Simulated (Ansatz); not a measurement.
# ClFGeH4OSi: up Jacob's ladder to CCSD(T)

One table from this session's results is given with a row withheld; the runs are named, their logs left out.

Method: functionals in def2-TZVPP, the program's frozen cores in correlated methods; program: Ansatz 0.2.0, Gaussian basis.

The runs, in order: LDA (SPW92), PBE-D4, revPBE-D4, BLYP-D4, r2SCAN-D4, B97M-V, PBE0-D4, B3LYP-D4, r2SCANh-D4, r2SCAN0-D4, HSE06-D4, BHLYP-D4, CAM-B3LYP-D4, LC-ωPBE, ωB97X-V, ωB97M-V, B2PLYP, PBE-QIDH; CCSD(T)/def2-SVP; CCSD(T)/def2-TZVPP; MP2/def2-QZVPP; extrapolation to the limit; RPA on PBE.

## The geometry

An earlier PBE0-D4 in a triple-zeta def2 set relaxation fixed the geometry.

SMILES `[F][GeH]([Cl])[O][SiH3]`, 9 atoms, charge 0, spin multiplicity 1.

Atoms are counted from 1 here; the program's logs count them from 0.

Bond lengths: F1–Ge2 1.724 Å, Ge2–Cl3 2.125 Å, Ge2–O4 1.736 Å, Ge2–H6 1.520 Å, O4–Si5 1.651 Å, Si5–H7 1.483 Å, Si5–H8 1.485 Å, Si5–H9 1.482 Å. Angles: F1–Ge2–Cl3 106.0°, F1–Ge2–O4 107.2°, F1–Ge2–H6 109.8°, Cl3–Ge2–O4 109.9°, Cl3–Ge2–H6 112.8°, O4–Ge2–H6 110.9°, Ge2–O4–Si5 136.5°, O4–Si5–H7 109.4°, O4–Si5–H8 110.4°, O4–Si5–H9 107.6°, H7–Si5–H8 109.6°, H7–Si5–H9 109.8°, H8–Si5–H9 110.0°.

Set-up of the first run:

Input file in.yaml:

```yaml
crystal:
  periodic: [false, false, false]
  atoms:
    - {symbol: F, position_ang: [0.024272, 1.261609, -2.044118]}
    - {symbol: Ge, position_ang: [-1.010984, 0.186870, -1.181458]}
    - {symbol: Cl, position_ang: [-0.669127, -1.742573, -2.003898]}
    - {symbol: O, position_ang: [-0.513087, 0.217745, 0.480999]}
    - {symbol: Si, position_ang: [0.876109, -0.085387, 1.320500]}
    - {symbol: H, position_ang: [-2.455265, 0.639014, -1.323016]}
    - {symbol: H, position_ang: [1.562487, 1.196067, 1.615963]}
    - {symbol: H, position_ang: [1.777159, -0.963283, 0.531053]}
    - {symbol: H, position_ang: [0.496835, -0.756263, 2.586874]}
basis:
  gaussian: {orbitals: def2-TZVPP}
hamiltonian: {xc: lda}
output: {orbitals: {seedname: orbitals}}
```

Command:

```console
> ansatz run in.yaml --threads 4 --pin off --events-out ev --progress --plain --max-ram 10444MiB
```

Steps of the session up to this table: LDA; PBE-D4 (GGA); revPBE-D4 (GGA); BLYP-D4 (GGA); r2SCAN-D4 (meta-GGA); B97M-V (meta-GGA); B3LYP-D4 (hybrid); r2SCANh-D4 (hybrid); r2SCAN0-D4 (hybrid); HSE06-D4 (hybrid); BHLYP-D4 (hybrid); CAM-B3LYP-D4 (range-separated); LC-ωPBE (range-separated); ωB97X-V (range-separated); ωB97M-V (range-separated); B2PLYP (double hybrid); PBE-QIDH (double hybrid).

One table of the session follows, with a row left open; its other results are not shown here.

It belongs to the step «Orbital energies across the functionals». 

| functional | HOMO (eV) | gap (eV) |
| --- | --- | --- |
| LDA (SPW92) | -7.78 | 5.85 |
| PBE-D4 | -7.69 | 6.05 |
| revPBE-D4 | -7.65 | 6.12 |
| BLYP-D4 | -7.59 | 6.00 |
| r2SCAN-D4 | -8.07 | 6.78 |
| B97M-V | -8.17 | 6.76 |
| PBE0-D4 | -9.15 | 8.53 |
| B3LYP-D4 | -8.93 | 7.99 |
| r2SCANh-D4 | -8.60 | 7.67 |
| r2SCAN0-D4 | -9.40 | 9.00 |
| HSE06-D4 | ? | ? |
| BHLYP-D4 | -10.54 | 10.93 |
| CAM-B3LYP-D4 | -10.58 | 10.98 |
| LC-ωPBE | -11.95 | 13.64 |
| ωB97X-V | -11.61 | 13.16 |
| ωB97M-V | -11.44 | 12.74 |

Q: Estimate the row for HSE06-D4 from the others.

As computed: HOMO (eV): -8.75; gap (eV): 7.75. In the column «HOMO (eV)» it lies between B3LYP-D4 (-8.93) and r2SCANh-D4 (-8.60).
